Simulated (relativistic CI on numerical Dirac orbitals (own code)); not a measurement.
# Nb⁴⁺ (4d) in crystal fields: levels and magnetism

Aim: the levels, ground state and powder susceptibility of Nb⁴⁺ in 6 parametric crystal fields.

Method: Dirac-Coulomb-Breit CI, KLI orbitals optimised for each configuration, model QED (radiative potential, 1s self-energy scaled to tabulated hydrogen-like ionisation energies), valence Slater integrals scaled by 0.65, one configuration in a parametric crystal field. Code: relativistic CI on numerical Dirac orbitals (own code) version 1.

### Step 1. What is computed

* ion: Nb⁴⁺ (Nb V)
* nuclear charge: 41
* electrons: 37
* open shell: 4d
* Slater scale: 0.65
* field 1 (cm⁻¹): D4h, 10Dq = 54350, Ds = 2650, Dt = -550
* field 2 (cm⁻¹): D4h, 10Dq = 45800, Ds = 610, Dt = 230
* field 3 (cm⁻¹): Oh, 10Dq = 57400
* field 4 (cm⁻¹): D4h, 10Dq = 51200, Ds = -80, Dt = 460
* field 5 (cm⁻¹): Td, 10Dq = -15600
* field 6 (cm⁻¹): Oh, 10Dq = 46000

Outer shells as boxes (Hund's rule):

[Kr] 4d1
```
[Kr] core
4d [↑ ][  ][  ][  ][  ]
```

### Step 2. Field 1: D4h, 10Dq = 54350, Ds = 2650, Dt = -550

Settings of the run:

```ini
atom Nb  Z=41  charge=4  electrons=37
nucleus A=93  rms_radius_fm=4.3240
hamiltonian dirac-coulomb  breit=on  qed=on  c_scale=1
orbitals kli  potential=per-configuration
slater_scale 0.65
correlation none
mixing on
configurations
  [Kr] 4d
end
crystal_field D4h 10Dq=54350 Ds=2650 Dt=-550
```

### Step 3. Field 2: D4h, 10Dq = 45800, Ds = 610, Dt = 230

The settings differ from step 2 so:

```diff
@@ -10,2 +10,2 @@
 end
-crystal_field D4h 10Dq=54350 Ds=2650 Dt=-550
+crystal_field D4h 10Dq=45800 Ds=610 Dt=230
```

### Step 4. Field 3: Oh, 10Dq = 57400

The settings differ from step 3 so:

```diff
@@ -10,2 +10,2 @@
 end
-crystal_field D4h 10Dq=45800 Ds=610 Dt=230
+crystal_field Oh 10Dq=57400
```

### Step 5. Field 4: D4h, 10Dq = 51200, Ds = -80, Dt = 460

The settings differ from step 4 so:

```diff
@@ -10,2 +10,2 @@
 end
-crystal_field Oh 10Dq=57400
+crystal_field D4h 10Dq=51200 Ds=-80 Dt=460
```

### Step 6. Field 5: Td, 10Dq = -15600

The settings differ from step 5 so:

```diff
@@ -10,2 +10,2 @@
 end
-crystal_field D4h 10Dq=51200 Ds=-80 Dt=460
+crystal_field Td 10Dq=-15600
```

### Step 7. Field 6: Oh, 10Dq = 46000

The settings differ from step 6 so:

```diff
@@ -10,2 +10,2 @@
 end
-crystal_field Td 10Dq=-15600
+crystal_field Oh 10Dq=46000
```

(Steps that only read results are left out.)

Q: Predict the outcome of this session. Wanted: ground spin; ground doublet.

**Answer**, as computed:

| field | ground state | degeneracy | S | J | first gap (cm⁻¹) | stabilisation (cm⁻¹) | χT at 2 K | χT at 300 K |
| --- | --- | --- | --- | --- | --- | --- | --- | --- |
| 1: D4h | G6 | 2 | 0.50 | 1.93 | 679 | -25909 | 0.001 | 0.154 |
| 2: D4h | G6 | 2 | 0.50 | 1.93 | 345 | -17333 | 0.002 | 0.156 |
| 3: Oh | G8 | 4 | 0.50 | 1.93 | 1053 | -22279 | 0.001 | 0.149 |
| 4: D4h | G7 | 2 | 0.50 | 2.05 | 2270 | -20152 | 0.233 | 0.277 |
| 5: Td | G8 | 4 | 0.50 | 2.09 | 15348 | -8367 | 0.312 | 0.332 |
| 6: Oh | G8 | 4 | 0.50 | 1.93 | 1056 | -17722 | 0.002 | 0.149 |

χT is in cm³ K/mol; stabilisation counts from the free ion's lowest level; S and J come from the expectation values of their squares.

| quantity | value |
| --- | --- |
| ground spin (effective S from ⟨S²⟩) | 1: 0.50, 2: 0.50, 3: 0.50, 4: 0.50, 5: 0.50, 6: 0.50 |
| χT at 300 K | 0.15 to 0.33 cm³ K/mol |
| ground doublet | field 4, g = 1.49, 1.49, 1.72 |

All fields leave the ground state at S = 1/2. The field is a set of parameters, without covalency or charge transfer.
